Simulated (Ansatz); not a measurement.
# doublet C3H8Si+ at 6 levels

Aim: a comparison of 6 runs (UHF/3-21G, U-r2SCAN0/6-31G*, UBLYP/6-31G*, UHSE06/6-31G*, USVWN5/6-31G*, UCCSD/6-31G*) of doublet C3H8Si+. 

The calculation is run with Ansatz 0.2.0.

62 further runs of the same task are left out: 62 set aside as unsound or not needed.

### 1 The system as given

C3H8Si+ has 12 atoms, charge +1, and is taken as a doublet. SMILES of the parent species: `CC(C)[SiH]`. Geometry: relaxed at PBE0-D4/def2-TZVP. This is one conformer, not always the lowest. That shape belongs to the parent species and isn't relaxed for this state.

Bond lengths: C1–C2 1.513 Å, C2–C3 1.532 Å, C2–Si4 1.900 Å, C1–H5 1.093 Å, C1–H6 1.093 Å, C1–H7 1.096 Å, C2–H8 1.091 Å, C3–H9 1.089 Å, C3–H10 1.146 Å, C3–H11 1.090 Å, Si4–H12 1.529 Å. Some angles: C1–C2–C3 114.4°, C1–C2–Si4 122.7°, C3–C2–Si4 84.0°, C1–C2–H8 111.2°, C3–C2–H8 110.2°, Si4–C2–H8 111.4°, C2–C1–H5 111.1°, C2–C1–H6 110.7°, C2–C1–H7 112.0°, C2–C3–H9 112.0°.

### 2 A single-point energy at UHF/3-21G (run 1)

job.yaml reads:

```yaml
crystal:
  periodic: [false, false, false]
  atoms:
    - {symbol: C, position_ang: [-0.253100, 0.907000, -1.062800]}
    - {symbol: C, position_ang: [0.097600, -0.436300, -0.460200]}
    - {symbol: C, position_ang: [0.789900, -0.357500, 0.904100]}
    - {symbol: Si, position_ang: [-1.169000, -1.505700, 0.467600]}
    - {symbol: H, position_ang: [-0.840100, 0.787500, -1.976500]}
    - {symbol: H, position_ang: [-0.850600, 1.498900, -0.364400]}
    - {symbol: H, position_ang: [0.640200, 1.486400, -1.322400]}
    - {symbol: H, position_ang: [0.694200, -1.034400, -1.150400]}
    - {symbol: H, position_ang: [0.750400, 0.645900, 1.325000]}
    - {symbol: H, position_ang: [0.284700, -1.010900, 1.698600]}
    - {symbol: H, position_ang: [1.807500, -0.747500, 0.908500]}
    - {symbol: H, position_ang: [-1.874800, -0.288600, 1.067000]}
basis:
  gaussian: {orbitals: 3-21G.json}
total_charge: 1
output: {orbitals: {seedname: orbitals}}
magnetization: {spin_polarized: true, initial_magnetization: 1}
hamiltonian: {xc: hf}
accuracy: high
```

The basis set 3-21G is read from a file made from the Basis Set Exchange's data (not shown).

On the command line:

```sh
$ ansatz run job.yaml --threads 1 --pin off --max-ram 3480MiB --events-out events.jsonl --progress --plain --runs-dir runs
```

Output:

```text
Warning: RAYON_NUM_THREADS=1 ignored (pool sized by the plan → 1); use --threads N
Functional definition: HF
  name "HF"
  exchange = exact_x
  correlation = 0
1400 factors; integrals over basis functions are off by at most 3.8e-9 eV
mean field evaluation 1: about -11006.7465 eV, gradient 2.7e1 eV
mean field evaluation 2: about -11007.1596 eV, gradient 2.7e1 eV
mean field evaluation 4: about -11011.4249 eV, gradient 2.2e0 eV
mean field evaluation 8: about -11011.5035 eV, gradient 3.4e-1 eV
mean field evaluation 16: about -11011.5099 eV, gradient 4.1e-6 eV
mean field evaluation 32: about -11007.7437 eV, gradient 1.2e1 eV
mean field evaluation 64: about -11011.5070 eV, gradient 2.2e-1 eV
mean field -11011.50990452 eV, -404.6655251215 hartree, gradient 1.5e-8 eV, S^2 0.756975; 0 other end points of the search recorded, 0 dependent functions left out
reference -11011.50990452 eV, -404.6655251215 hartree; 20, 19 occupied and 36, 37 virtual orbitals, 1400 factors
Total energy: -11011.50990452 eV, -404.6655251215 hartree
```

Run time: 0.99 s. Hardware: 1 thread of Intel Xeon 6975P-C (Granite Rapids), shared host; peak memory 0.17 GiB.

### 3 A single-point energy at U-r2SCAN0/6-31G(d) (spherical functions) (run 2)

molecule.yaml reads:

```yaml
crystal:
  periodic: [false, false, false]
  atoms:
    - {symbol: C, position_ang: [-0.253100, 0.907000, -1.062800]}
    - {symbol: C, position_ang: [0.097600, -0.436300, -0.460200]}
    - {symbol: C, position_ang: [0.789900, -0.357500, 0.904100]}
    - {symbol: Si, position_ang: [-1.169000, -1.505700, 0.467600]}
    - {symbol: H, position_ang: [-0.840100, 0.787500, -1.976500]}
    - {symbol: H, position_ang: [-0.850600, 1.498900, -0.364400]}
    - {symbol: H, position_ang: [0.640200, 1.486400, -1.322400]}
    - {symbol: H, position_ang: [0.694200, -1.034400, -1.150400]}
    - {symbol: H, position_ang: [0.750400, 0.645900, 1.325000]}
    - {symbol: H, position_ang: [0.284700, -1.010900, 1.698600]}
    - {symbol: H, position_ang: [1.807500, -0.747500, 0.908500]}
    - {symbol: H, position_ang: [-1.874800, -0.288600, 1.067000]}
basis:
  gaussian: {orbitals: 6-31G_st_-spherical.json}
total_charge: 1
magnetization: {spin_polarized: true, initial_magnetization: 1}
hamiltonian: {xc: {name: r2SCAN0}}
accuracy: high
output: {orbitals: {seedname: orbitals}}
```

The basis set 6-31G* is read from a file made from the Basis Set Exchange's data (not shown).

On the command line:

```sh
$ ansatz run molecule.yaml --threads 1 --pin off --max-ram 3480MiB --events-out events.jsonl --progress --plain --runs-dir runs
```

Output:

```text
Warning: RAYON_NUM_THREADS=1 ignored (pool sized by the plan → 1); use --threads N
Functional definition: r2SCAN0
  name "r2SCAN0"
  parameter a = 0.25
  parameter k0 = 0.174
  parameter k1 = 0.065
  parameter a1 = 4.9479
  exchange = (1 - a)*r2scan_x(k0 = k0, k1 = k1, a1 = a1) + a*exact_x
  correlation = r2scan_c
1918 factors; integrals over basis functions are off by at most 3.9e-9 eV
mean field evaluation 1: about -11091.5202 eV, gradient 5.0e1 eV
mean field evaluation 2: about -11037.2117 eV, gradient 9.9e1 eV
mean field evaluation 4: about -11104.9466 eV, gradient 5.2e0 eV
mean field evaluation 8: about -11105.3870 eV, gradient 9.6e-1 eV
mean field evaluation 16: about -11105.4019 eV, gradient 4.9e-3 eV
mean field evaluation 32: about -11105.4019 eV, gradient 3.7e-7 eV
mean field -11105.40187772 eV, -408.1159914943 hartree, gradient 6.0e-8 eV, S^2 0.757523; 0 other end points of the search recorded, 0 dependent functions left out
reference -11105.40187926 eV, -408.1159915512 hartree; 20, 19 occupied and 56, 57 virtual orbitals, 1918 factors
Total energy: -11105.40187926 eV, -408.1159915512 hartree
```

It took 14 s on 1 thread of Intel Xeon 6975P-C (Granite Rapids), shared host; peak memory 0.55 GiB.

Runs 3 to 5 aren't shown in full; the table further down has their settings and results.

### 4 The energy at UCCSD/6-31G(d) (spherical functions) (run 6)

in.yaml reads:

```yaml
crystal:
  periodic: [false, false, false]
  atoms:
    - symbol: C
      position_ang: [-0.253100, 0.907000, -1.062800]
    - symbol: C
      position_ang: [0.097600, -0.436300, -0.460200]
    - symbol: C
      position_ang: [0.789900, -0.357500, 0.904100]
    - symbol: Si
      position_ang: [-1.169000, -1.505700, 0.467600]
    - symbol: H
      position_ang: [-0.840100, 0.787500, -1.976500]
    - symbol: H
      position_ang: [-0.850600, 1.498900, -0.364400]
    - symbol: H
      position_ang: [0.640200, 1.486400, -1.322400]
    - symbol: H
      position_ang: [0.694200, -1.034400, -1.150400]
    - symbol: H
      position_ang: [0.750400, 0.645900, 1.325000]
    - symbol: H
      position_ang: [0.284700, -1.010900, 1.698600]
    - symbol: H
      position_ang: [1.807500, -0.747500, 0.908500]
    - symbol: H
      position_ang: [-1.874800, -0.288600, 1.067000]
basis:
  gaussian: {orbitals: 6-31G_st_-spherical.json}
total_charge: 1
magnetization: {spin_polarized: true, initial_magnetization: 1}
correlation: {method: ccsd, frozen_orbitals: {C: 1, H: 0, Si: 5}}
accuracy: high
scf: {omitted_lower_state_checks: [cluster_reference, increment]}
```

The basis set 6-31G* is read from a file made from the Basis Set Exchange's data (not shown).

On the command line:

```sh
$ ansatz run in.yaml --threads 1 --pin off --max-ram 3480MiB --events-out events.jsonl --progress --plain --runs-dir runs
```

Output, cut to the lines that bear on the results:

```text
Warning: RAYON_NUM_THREADS=1 ignored (pool sized by the plan → 1); use --threads N
[... 2 set-up lines as earlier in the session ...]
[...]
1918 factors; integrals over basis functions are off by at most 3.9e-9 eV
[...]
mean field -11070.29083561 eV, -406.8256844959 hartree, gradient 5.6e-8 eV, S^2 0.766286; 3 other end points of the search recorded, 0 dependent functions left out
8 core orbitals not correlated: weight in the atoms' cores, before any rotation towards them, 1.000 or more for the frozen orbitals, at most 0.000 for the correlated occupied ones
reference -11070.29083561 eV, -406.8256844959 hartree; 12, 11 occupied and 56, 57 virtual orbitals, 1918 factors
second order -12.27024536 eV of doubles, -0.00000000 eV of singles
cycle   1  -13.16600421 eV  change   -9.0e-1 eV  update   9.2e-2
[...]
cycle  27  -13.72406635 eV  change   4.4e-11 eV  update   1.7e-9
Total energy: -11084.01490196 eV, -407.3300346318 hartree
Checks for a lower state left out: cluster_reference, increment
```

Run time: 19 s. Hardware: 1 thread of Intel Xeon 6975P-C (Granite Rapids), shared host; peak memory 0.69 GiB.

### 5 All runs side by side

```
run                                   level  frozen core orbitals  energy (Eh)  HOMO energy (eV)  LUMO energy (eV)   ⟨S²⟩  wall time
  1                               UHF/3-21G                     –  -404.665525            -16.23             -6.60  0.757     0.99 s
  2  U-r2SCAN0/6-31G* (spherical functions)                     –  -408.115992            -13.65             -9.87  0.758       14 s
  3      UBLYP/6-31G* (spherical functions)                     –  -408.155291            -11.96            -10.89  0.752      5.7 s
  4     UHSE06/6-31G* (spherical functions)                     –  -407.951797            -13.01            -10.49  0.754      8.7 s
  5     USVWN5/6-31G* (spherical functions)                     –  -405.932076            -12.09            -11.17  0.751      3.3 s
  6      UCCSD/6-31G* (spherical functions)                     8  -407.330035                 –                 –  0.766       19 s
```

### 6 Outcome

| quantity | value |
| --- | --- |
| run 6: total energy | -407.33003 Eh |
| run 6: correlation energy (8 core orbitals frozen) | -504.4 mEh |
| run 6: ⟨S²⟩ of the reference determinant | 0.766 |
| run 6: T1 diagnostic | 0.016 |

What this shows: Totals of different functionals can't be ranked against each other. All runs together took 51 s, the longest 19 s.
